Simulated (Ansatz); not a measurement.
A first try at vertical energies of changing the electron count of BGeH6NSi, SMILES [BH2][GeH]1[NH][SiH2]1, using Ansatz 0.2.0, Python API.

`bgeh6nsi.xyz`
```text
10

B    -1.60130    0.79540   -1.00410
Ge    0.18240    0.02660   -0.81310
N     0.12080   -1.23620    0.56150
Si    1.13530    0.10460    1.31820
H    -2.18950    0.81210   -2.08270
H    -2.18320    1.34770   -0.08510
H     0.98040   -0.56440   -2.01600
H     0.89110   -1.95480    0.31750
H     0.25090    0.83490    2.35120
H     2.49640   -0.21700    1.45560
```

The script, `bgeh6nsi.py`:
```python
# -*- coding: utf-8 -*-
"""Vertical ionisation energy and electron affinity of BGeH6NSi."""

import ansatz as az


def energy(molecule, charge=0, unpaired=0):
    calc = (
        molecule.calculation()
        .basis(gaussian="def2-SVPD")
        .functional("b3lyp")
    )
    if charge:
        calc = calc.charge(charge)
    if unpaired:
        calc = calc.spin("collinear", total=unpaired)
    return calc.run(threads=1, backend="cpu").report["total_energy"]


def main():
    geometry = az.Crystal.molecule_from_extxyz("bgeh6nsi.xyz")

    # total-energy differences at one geometry
    parent = energy(geometry, 0, 0)
    cation = energy(geometry, 1, 1)
    print(f"E(N)   = {parent:.5f} eV")
    print(f"E(N-1) = {cation:.5f} eV  (1 unpaired)")
    print(f"vertical ionisation energy {cation - parent:.3f} eV")
    anion = energy(geometry, -1, 1)
    print(f"E(N+1) = {anion:.5f} eV  (1 unpaired)")
    print(f"vertical electron affinity {parent - anion:.3f} eV" + ("" if anion < parent else " (unbound in this basis)"))
    print(f"fundamental gap IP - EA = {cation + anion - 2 * parent:.3f} eV")


if __name__ == "__main__":
    main()
```

`python bgeh6nsi.py` gives:
```text
Traceback (most recent call last):
  File "bgeh6nsi.py", line 36, in <module>
    main()
    ~~~~^^
  File "bgeh6nsi.py", line 24, in main
    parent = energy(geometry, 0, 0)
  File "bgeh6nsi.py", line 17, in energy
    return calc.run(threads=1, backend="cpu").report["total_energy"]
           ~~~~~~~~~~~~~~~~~~~~~~~~~~~~~~~~~~~~~~~~~^^^^^^^^^^^^^^^^
KeyError: 'total_energy'
```

What is wrong, and how is it mended?

The fault: the report has no such key (the free energy stands under free_energy_ev). The correction:

```diff
--- before
+++ after
@@ -16,3 +16,3 @@
         calc = calc.spin("collinear", total=unpaired)
-    return calc.run(threads=1, backend="cpu").report["total_energy"]
+    return calc.run(threads=1, backend="cpu").report["free_energy_ev"]
```

With that change:

```console
$ python bgeh6nsi.py
E(N)   = -66648.53210 eV
E(N-1) = -66640.54424 eV  (1 unpaired)
vertical ionisation energy 7.988 eV
E(N+1) = -66649.39429 eV  (1 unpaired)
vertical electron affinity 0.862 eV
fundamental gap IP - EA = 7.126 eV
```

Total energies depend on the basis set; only differences at equal settings carry meaning. The geometry is a force-field or estimated start, not a minimum of this method, and the basis set is short of its limit. All parts are taken at fixed geometry, without zero-point energy. At an unrelaxed start these energies can be a whole eV from those at the minimum, and a small affinity can change sign. b3lyp holds the VWN-RPA fit, as in Gaussian; the form of ORCA and Turbomole is b3lyp5. Finished in 56 s on 1 thread of Arm Neoverse V1, with other jobs on the host, peak memory 0.52 GiB.
